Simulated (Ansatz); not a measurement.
# MgZn5S6: a trial structure relaxed

The task: take a trial cell of MgZn5S6 to zero force and stress, then test the end with a random kick.

Method: DFT PBE, scalar-relativistic, plane waves, PAW, in Ansatz 0.2.0.

**1. The starting structure**

Symmetry: P31m, No. 157, trigonal system. The conventional cell has a = 6.719 Å, b = 6.719 Å, c = 6.341 Å, α = 90.00°, β = 90.00°, γ = 120.00°. Mg (site symmetry 3m) is surrounded by 4 S at 2.45 to 2.47 Å. Zn (site symmetry m) is surrounded by 4 S at 2.36 to 2.37 Å. Zn (site symmetry 3) has 4 S at 2.35 to 2.37 Å in its first shell of neighbours. S (site symmetry m) has 3 Zn at 2.35 to 2.36 Å and 1 Mg at 2.45 Å in its first shell of neighbours. S (site symmetry 3) has 4 Zn at 2.37 Å in its first shell of neighbours. S (site symmetry 3m) is surrounded by 3 Zn at 2.37 Å and 1 Mg at 2.47 Å.

As a file:

```
Mg Zn S
1.0
     6.71944    0.00000    0.00000
    -3.35972    5.81921    0.00000
     0.00000    0.00000    6.34145
Mg Zn S
1 5 6
Direct
  0.00000 0.00000 0.50389
  0.33680 0.33680 0.00522
  0.00000 0.66320 0.00522
  0.66320 0.00000 0.00522
  0.66667 0.33333 0.50478
  0.33333 0.66667 0.50478
  0.34431 0.34431 0.37728
  0.00000 0.65569 0.37728
  0.65569 0.00000 0.37728
  0.66667 0.33333 0.87816
  0.33333 0.66667 0.87816
  0.00000 0.00000 0.89271
```

The start is the relaxed end of an invented cell (made as: elements ordered on the sites of the ZnS type, Zn/Mg on Zn (P31m, No. 157)), taken up again for a closer look.

**2. Probe: one point on a coarse mesh**

Input file input.yaml:

```yaml
crystal:
  lattice:
    - [6.7194441, 0.0, 0.0]
    - [-3.359722, 5.8192093, 0.0]
    - [0.0, 0.0, 6.3414472]
  atoms:
    - { symbol: Mg, position: [0.0, 0.0, 0.503894] }
    - { symbol: Zn, position: [0.336799, 0.336799, 0.005221] }
    - { symbol: Zn, position: [0.0, 0.663201, 0.005221] }
    - { symbol: Zn, position: [0.663201, 0.0, 0.005221] }
    - { symbol: Zn, position: [0.6666667, 0.3333333, 0.50478] }
    - { symbol: Zn, position: [0.3333333, 0.6666667, 0.50478] }
    - { symbol: S, position: [0.344309, 0.344309, 0.377284] }
    - { symbol: S, position: [0.0, 0.655691, 0.377284] }
    - { symbol: S, position: [0.655691, 0.0, 0.377284] }
    - { symbol: S, position: [0.6666667, 0.3333333, 0.878162] }
    - { symbol: S, position: [0.3333333, 0.6666667, 0.878162] }
    - { symbol: S, position: [0.0, 0.0, 0.892706] }
basis:
  ecutwfc: 420
kpoints:
  mp_grid: { grid: [3, 3, 4] }
hamiltonian:
  xc: pbe
scf:
  occupations: { method: gaussian, width: 0.1 }
  lower_state_search: "off"
output:
  forces: true
  stress: true
  eigenvalues: true
```

Launch:

```bash
$ ansatz run input.yaml --threads 4 --pin off --max-ram 8192MiB --backend cpu --events-out ev --progress --plain --runs-dir out
```

The session goes on with these runs: full relaxation; reference for the kick test; random kick, then relaxation.

Before running it: what results should come out? Wanted: conventional cell; volume; energy over the elements; gap on the mesh.

As calculated:

| quantity | value |
| --- | --- |
| symmetry at the end (tolerance 0.02 Å) | space group P31m (No. 157) |
| conventional cell | a = 6.719 Å, b = 6.719 Å, c = 6.341 Å, α = 90.00°, β = 90.00°, γ = 120.00° |
| volume | 20.66 Å³/atom |
| energy over the elements | -0.92 eV/atom |
| gap on the mesh | 2.25 eV |

**Reading.** The space group P31m (No. 157) is kept, at nearly the size of the first guess. It lies below the elements, which doesn't yet make it stable: competing phases were not computed in this session. It survived the kick, though modes of other wave vectors, which need another repeat, weren't probed.
